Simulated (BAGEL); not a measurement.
# GeH2S (SMILES [SH][GeH]) at HF/cc-pVTZ (density fitting with qzvpp-jkfit)

What is the vertical singlet–triplet gap of GeH2S at HF/cc-pVTZ (density fitting with qzvpp-jkfit)? 

The calculation is run with BAGEL 1.2.2.

3 further runs of the same task are left out: 2 that didn't finish, 1 set aside as unsound or not needed.

## (1) The system as given

GeH2S: 4 atoms, total charge 0, spin state singlet. As SMILES, `[SH][GeH]`. Geometry: relaxed at PBE0-D4/def2-TZVP.

Bond lengths: S1–Ge2 2.225 Å, S1–H3 1.342 Å, Ge2–H4 1.595 Å. Angles: S1–Ge2–H4 93.7°, Ge2–S1–H3 100.2°.

## (2) The energy at HF/cc-pVTZ (density fitting with qzvpp-jkfit)

Input file hf.json:

```json
{ "bagel" : [

{
  "title" : "molecule",
  "basis" : "cc-pvtz.json",
  "df_basis" : "qzvpp-jkfit",
  "angstrom" : "true",
  "geometry" : [
    { "atom" : "S", "xyz" : [   -0.443300,   -1.201800,    0.271700 ] },
    { "atom" : "Ge", "xyz" : [   -0.841700,    0.737900,   -0.743600 ] },
    { "atom" : "H", "xyz" : [    0.779200,   -0.962100,    0.771200 ] },
    { "atom" : "H", "xyz" : [    0.561200,    1.365900,   -0.319400 ] }
  ]
},
{
  "title" : "hf"
},
{
  "title" : "print",
  "file" : "orbitals.molden",
  "orbitals" : "true"
}

]}
```

The basis set cc-pVTZ is read from a file made from the Basis Set Exchange's data (not shown).

The run is started by

```
$ BAGEL_NUM_THREADS=1 BAGEL hf.json > hf.out
```

Output:

```text
* using 1 threads per process

  ===============================================================
  ===============================================================

  *** Geometry ***

  { "atom" : "S", "xyz" : [     -0.837716,     -2.271073,      0.513439 ] },
  { "atom" : "Ge", "xyz" : [     -1.590582,      1.394429,     -1.405200 ] },
  { "atom" : "H", "xyz" : [      1.472475,     -1.818106,      1.457357 ] },
  { "atom" : "H", "xyz" : [      1.060514,      2.581177,     -0.603579 ] },

  Number of auxiliary basis functions:      430

  Since a DF basis is specified, we compute 2- and 3-index integrals:
    o Being stored without compression. Storage requirement is 0.038 GB

  Number of basis functions:      105
  Number of electrons      :       50

    * METHOD: MOLECULE                             0.21

  *** RHF ***

  === Nuclear Repulsion ===
   147.9479275507

      * DIIS with orbital gradients will be used.

  === RHF iteration (cc-pvtz.json) ===
      0      -2474.05078011          0.00957912           0.07
      1      -2474.10787356          0.00446153           0.07
      2      -2474.11983707          0.00118943           0.07
      3      -2474.12129505          0.00027038           0.07
      4      -2474.12137404          0.00010829           0.07
      5      -2474.12138901          0.00002971           0.07
      6      -2474.12139043          0.00001117           0.07
      7      -2474.12139061          0.00000453           0.07
      8      -2474.12139065          0.00000114           0.07
      9      -2474.12139066          0.00000036           0.07
     10      -2474.12139066          0.00000012           0.07
     11      -2474.12139066          0.00000005           0.07
     12      -2474.12139066          0.00000002           0.07
     13      -2474.12139066          0.00000001           0.07
    * SCF iteration converged.

    * Permanent dipole moment:
           (   -0.305445,    -0.383673,     0.011998) a.u.

    * METHOD: HF                                   1.23

    * METHOD: PRINT                                0.02

  ===============================================================
```

Run time: 1.6 s. Hardware: 1 thread of Arm Neoverse V2, shared host; peak memory 0.13 GiB.

## (3) The triplet at the same level

Input file input.json:

```json
{ "bagel": [

{
  "title": "molecule",
  "basis": "cc-pvtz.json",
  "df_basis": "qzvpp-jkfit",
  "angstrom": true,
  "geometry": [
    { "atom": "S", "xyz": [   -0.443300,   -1.201800,    0.271700 ] },
    { "atom": "Ge", "xyz": [   -0.841700,    0.737900,   -0.743600 ] },
    { "atom": "H", "xyz": [    0.779200,   -0.962100,    0.771200 ] },
    { "atom": "H", "xyz": [    0.561200,    1.365900,   -0.319400 ] }
  ]
},
{
  "title": "uhf",
  "nopen": 2
},
{
  "title": "print",
  "file": "orbitals.molden",
  "orbitals": true
}

]}
```

The basis set cc-pVTZ is read from a file made from the Basis Set Exchange's data (not shown).

The run is started by

```
$ BAGEL_NUM_THREADS=1 BAGEL input.json > input.out
```

Output:

```text
* using 1 threads per process

  ===============================================================
  ===============================================================

  *** Geometry ***

  { "atom" : "S", "xyz" : [     -0.837716,     -2.271073,      0.513439 ] },
  { "atom" : "Ge", "xyz" : [     -1.590582,      1.394429,     -1.405200 ] },
  { "atom" : "H", "xyz" : [      1.472475,     -1.818106,      1.457357 ] },
  { "atom" : "H", "xyz" : [      1.060514,      2.581177,     -0.603579 ] },

  Number of auxiliary basis functions:      430

  Since a DF basis is specified, we compute 2- and 3-index integrals:
    o Being stored without compression. Storage requirement is 0.038 GB

  Number of basis functions:      105
  Number of electrons      :       50

    * METHOD: MOLECULE                             0.21

  *** Open-shell HF ***

  === Nuclear Repulsion ===
   147.9479275507

      * DIIS with orbital gradients will be used.

  === UHF iteration (cc-pvtz.json) ===
      0      -2473.96816875          0.01895341           0.16
      1      -2474.04404717          0.00872727           0.16
      2      -2474.05889974          0.00353506           0.15
      3      -2474.06217964          0.00147166           0.15
      4      -2474.06356846          0.00053083           0.14
      5      -2474.06380054          0.00030928           0.15
      6      -2474.06398820          0.00013096           0.15
      7      -2474.06405062          0.00007383           0.14
      8      -2474.06408089          0.00003280           0.14
      9      -2474.06408721          0.00001262           0.15
     10      -2474.06408793          0.00000507           0.15
     11      -2474.06408805          0.00000251           0.15
     12      -2474.06408808          0.00000149           0.15
     13      -2474.06408810          0.00000088           0.15
     14      -2474.06408811          0.00000053           0.15
     15      -2474.06408811          0.00000027           0.14
     16      -2474.06408811          0.00000013           0.15
     17      -2474.06408811          0.00000008           0.15
     18      -2474.06408811          0.00000005           0.15
     19      -2474.06408811          0.00000003           0.15
     20      -2474.06408811          0.00000001           0.15
     21      -2474.06408811          0.00000001           0.15
    * SCF iteration converged.

    * S^2 (UHF) is 2.0083

    * Permanent dipole moment:
           (   -0.041415,    -0.546548,     0.210567) a.u.

    * METHOD: UHF                                  3.50

    * METHOD: PRINT                                0.02

  ===============================================================
```

It took 3.9 s on 1 thread of Arm Neoverse V2, shared host; peak memory 0.14 GiB.

## (4) What came out

At HF/cc-pVTZ (density fitting with qzvpp-jkfit):

```
                                        quantity           value
                           singlet: total energy  -2474.12139 Eh
                          singlet: dipole moment          1.25 D
                            singlet: HOMO energy        -9.46 eV
                            singlet: LUMO energy         0.38 eV
                          singlet: HOMO–LUMO gap         9.84 eV
                           triplet: total energy  -2474.06409 Eh
                          triplet: dipole moment          1.49 D
                                   triplet: ⟨S²⟩           2.008
vertical energy of the triplet above the singlet        1.559 eV
```

What this shows: At this shape the triplet lies 1.56 eV (150 kJ/mol) above the singlet.
